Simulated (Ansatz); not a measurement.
**BrClH₂OSn: up Jacob's ladder to CCSD(T)**

An exercise on one series of results from a longer session: the logs are not shown, and one member is left open.

The runs use Ansatz 0.2.0, Gaussian basis; functionals in def2-TZVPP, the program's frozen cores in correlated methods.

The runs, in order: LDA (SPW92), PBE-D4, revPBE-D4, BLYP-D4, r2SCAN-D4, B97M-V, PBE0-D4, B3LYP-D4, r2SCANh-D4, r2SCAN0-D4, HSE06-D4, BHLYP-D4, CAM-B3LYP-D4, LC-ωPBE, ωB97X-V, ωB97M-V, B2PLYP, PBE-QIDH; CCSD(T)/def2-SVP; CCSD(T)/def2-TZVPP; MP2/def2-QZVPP; extrapolation to the limit; RPA on PBE.

1 further run of the same task is left out (for a known fault of the program).

### The geometry

An earlier PBE0-D4 in a triple-zeta def2 set relaxation fixed the geometry. Sn takes the def2 core potential; no spin-orbit term is included.

SMILES `[OH][SnH]([Cl])[Br]`, 6 atoms, charge 0, spin multiplicity 1.

Atoms are counted from 1 here; the program's logs count them from 0.

Bond lengths: O1–Sn2 1.940 Å, O1–H5 0.961 Å, Sn2–Cl3 2.313 Å, Sn2–Br4 2.459 Å, Sn2–H6 1.689 Å. Angles: Sn2–O1–H5 113.7°, O1–Sn2–Cl3 108.0°, O1–Sn2–Br4 108.8°, O1–Sn2–H6 108.5°, Cl3–Sn2–Br4 106.5°, Cl3–Sn2–H6 111.8°, Br4–Sn2–H6 113.1°.

Set-up of the first run:

The input, in.yaml:

```yaml
crystal:
  periodic: [false, false, false]
  atoms:
    - {symbol: O, position_ang: [0.218449, 1.298534, -0.893862]}
    - {symbol: Sn, position_ang: [0.032082, -0.084945, 0.452965]}
    - {symbol: Cl, position_ang: [1.614377, -1.716987, 0.025927]}
    - {symbol: Br, position_ang: [-2.164594, -1.157136, 0.186356]}
    - {symbol: H, position_ang: [0.092835, 0.982053, -1.792763]}
    - {symbol: H, position_ang: [0.248950, 0.614482, 1.975177]}
basis:
  gaussian: {orbitals: def2-TZVPP}
hamiltonian: {xc: lda}
output: {orbitals: {seedname: orbitals}}
```

The run is started by

```
ansatz run in.yaml --threads 4 --pin off --events-out ev --progress --plain --max-ram 10444MiB
```

Among the steps run: LDA; PBE-D4 (GGA); revPBE-D4 (GGA); BLYP-D4 (GGA); r2SCAN-D4 (meta-GGA); B97M-V (meta-GGA); PBE0-D4 (hybrid); B3LYP-D4 (hybrid); r2SCANh-D4 (hybrid); r2SCAN0-D4 (hybrid); HSE06-D4 (hybrid); BHLYP-D4 (hybrid); CAM-B3LYP-D4 (range-separated); LC-ωPBE (range-separated); ωB97X-V (range-separated); ωB97M-V (range-separated); B2PLYP (double hybrid); PBE-QIDH (double hybrid).

One of the session's tables, all rows but one given; the rest of the session is left out.

It belongs to the step «Orbital energies across the functionals». 

| functional | HOMO (eV) | LUMO (eV) | gap (eV) |
| --- | --- | --- | --- |
| LDA (SPW92) | -7.59 | -3.15 | 4.43 |
| PBE-D4 | -7.42 | -2.87 | 4.55 |
| revPBE-D4 | ? | ? | ? |
| BLYP-D4 | -7.26 | -2.83 | 4.43 |
| r2SCAN-D4 | -7.80 | -2.66 | 5.13 |
| B97M-V | -7.87 | -2.58 | 5.29 |
| PBE0-D4 | -8.79 | -1.97 | 6.83 |
| B3LYP-D4 | -8.51 | -2.28 | 6.23 |
| r2SCANh-D4 | -8.30 | -2.34 | 5.96 |
| r2SCAN0-D4 | -9.03 | -1.84 | 7.19 |
| HSE06-D4 | -8.39 | -2.34 | 6.05 |
| BHLYP-D4 | -9.95 | -1.02 | 8.93 |
| CAM-B3LYP-D4 | -10.12 | -0.98 | 9.14 |
| LC-ωPBE | -11.55 | 0.26 | 11.82 |
| ωB97X-V | -11.17 | 0.15 | 11.32 |
| ωB97M-V | -11.02 | 0.01 | 11.03 |

Q: Estimate the row for revPBE-D4 from the others.

As computed: HOMO (eV): -7.37; LUMO (eV): -2.77; gap (eV): 4.59. In the column «HOMO (eV)» it lies between PBE-D4 (-7.42) and BLYP-D4 (-7.26).
